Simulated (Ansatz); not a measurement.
# C4H5Br: the cost of one run

Method: RKS PBE0-D4/def2-SVP, in Ansatz 0.2.0.

## 1. The starting structure

Bond lengths: C1–C2 1.348 Å, C2–C3 1.443 Å, C3–C4 1.374 Å, C4–Br5 1.825 Å, C1–H6 1.038 Å, C1–H7 1.110 Å, C2–H8 1.087 Å, C3–H9 1.138 Å, C4–H10 1.058 Å. Angles: C1–C2–C3 124.4°, C1–C2–H8 119.3°, C3–C2–H8 116.2°, C2–C1–H6 122.0°, C2–C1–H7 119.1°, H6–C1–H7 118.3°, C2–C3–C4 123.6°, C2–C3–H9 116.9°, C4–C3–H9 118.8°, C3–C4–Br5 124.3°, C3–C4–H10 119.5°, Br5–C4–H10 115.2°.

Coordinates:

```xyz
10

C    -0.6121   -1.3313    1.2510
C    -0.1976   -0.7803    0.0923
C     0.1060    0.6198   -0.0818
C     0.6795    1.1376   -1.2174
Br    1.0438    2.9076   -1.4701
H    -0.8985   -2.3272    1.3153
H    -0.7914   -0.6738    2.1269
H    -0.0176   -1.4216   -0.7669
H     0.0013    1.2874    0.8337
H     0.7697    0.5307   -2.0799
```

## 2. End point A

Contents of input.yaml:

```yaml
crystal:
  periodic: [false, false, false]
  atoms:
    - { symbol: C, position_ang: [-0.6121, -1.3313, 1.251] }
    - { symbol: C, position_ang: [-0.1976, -0.7803, 0.0923] }
    - { symbol: C, position_ang: [0.106, 0.6198, -0.0818] }
    - { symbol: C, position_ang: [0.6795, 1.1376, -1.2174] }
    - { symbol: Br, position_ang: [1.0438, 2.9076, -1.4701] }
    - { symbol: H, position_ang: [-0.8985, -2.3272, 1.3153] }
    - { symbol: H, position_ang: [-0.7914, -0.6738, 2.1269] }
    - { symbol: H, position_ang: [-0.0176, -1.4216, -0.7669] }
    - { symbol: H, position_ang: [0.0013, 1.2874, 0.8337] }
    - { symbol: H, position_ang: [0.7697, 0.5307, -2.0799] }
basis:
  gaussian: { orbitals: def2-SVP }
hamiltonian:
  xc: pbe0
  dispersion: d4
relax:
  f_tol: 0.015
  max_steps: 40
```

Run with:

```console
$ ansatz run input.yaml --threads 2 --pin off --max-ram 3072MiB --backend cpu --events-out ev --progress --plain --runs-dir out
```

**Question.** How long does this run take on 2 threads of Arm Neoverse V2, shared host, and how much memory does it need?

About 21 s, with a peak of 0.27 GiB.
